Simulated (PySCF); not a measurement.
# C5H4F2O: electronic excitations

Wanted: the electronic excitations of C5H4F2O (`C=C/C(=C\F)C(=O)F`), by calculation.

Computed with PySCF 2.14.0, with density-fitted response routines of our own, on a single molecule in the gas phase. Atoms count from 0, in the outputs and in this text.

## Step 1: The molecule as given

12 atoms, charge 0, multiplicity 1; geometry from: GFN2-xTB.

Bonds of the start (Å): C0–C1 1.33, C1–C2 1.46, C2–C3 1.35, C3–F4 1.33, C2–C5 1.47, C5–O6 1.18, C5–F7 1.37, C0–H8 1.08, C0–H9 1.08, C1–H10 1.08, C3–H11 1.08.

## Step 2: Ultraviolet spectrum: PBE0/def2-SVPD

The job: settings as JSON, then the geometry in Å.

```
{"job": {"kind": "uv", "xc": "PBE0", "basis": "def2-SVPD", "nstates": 8, "ntriplets": 3}, "charge": 0, "multiplicity": 1}
C      1.494690    -0.837061    -1.045277
C      0.812429     0.237247    -0.667683
C     -0.341829     0.259853     0.227040
C     -0.956994     1.414675     0.545273
F     -0.548155     2.583021     0.065531
C     -0.867546    -0.981766     0.806784
O     -0.514090    -2.101812     0.681781
F     -1.947964    -0.734568     1.618873
H      1.248540    -1.829404    -0.712574
H      2.334422    -0.741378    -1.712009
H      1.100824     1.215439    -1.030781
H     -1.813129     1.515068     1.197015
```

Level: TDDFT PBE0/def2-SVPD, vertical, gas phase, core orbitals frozen in the response.

The run is started by

```console
OMP_NUM_THREADS=1 python probes_run.py task.json out
```

One launch serves the whole session: the jobs run in the order shown.

What will the session give for the following? lowest singlet (PBE0/def2-SVPD); brightest single state of those computed; lowest triplet; surface potential, 1st and 99th percentile. Wanted: lowest singlet; brightest single state of those computed; lowest triplet; surface potential, 1st and 99th percentile.

The runs gave:

```
                                quantity                        value
         lowest singlet (PBE0/def2-SVPD)  4.85 eV (255 nm), f = 0.173
brightest single state of those computed  state 3, 6.35 eV, f = 0.356
                          lowest triplet                      2.92 eV
   surface potential, 1st and 99th percentile           -1.21 V and 1.51 V
```

The lowest singlet, at 4.85 eV, is HOMO→LUMO 0.89 and is bright; of the 8 states computed, the strongest absorption comes from state 3 at 6.35 eV. The lowest triplet lies 1.93 eV below the lowest singlet (triplets in Tamm-Dancoff, singlets in full TDDFT). By nearest atom (PBE0/def2-SVPD), the HOMO sits on C0 28 %; C1, C3 about 19 % each and the LUMO on C3 31 %; C5 16 %.
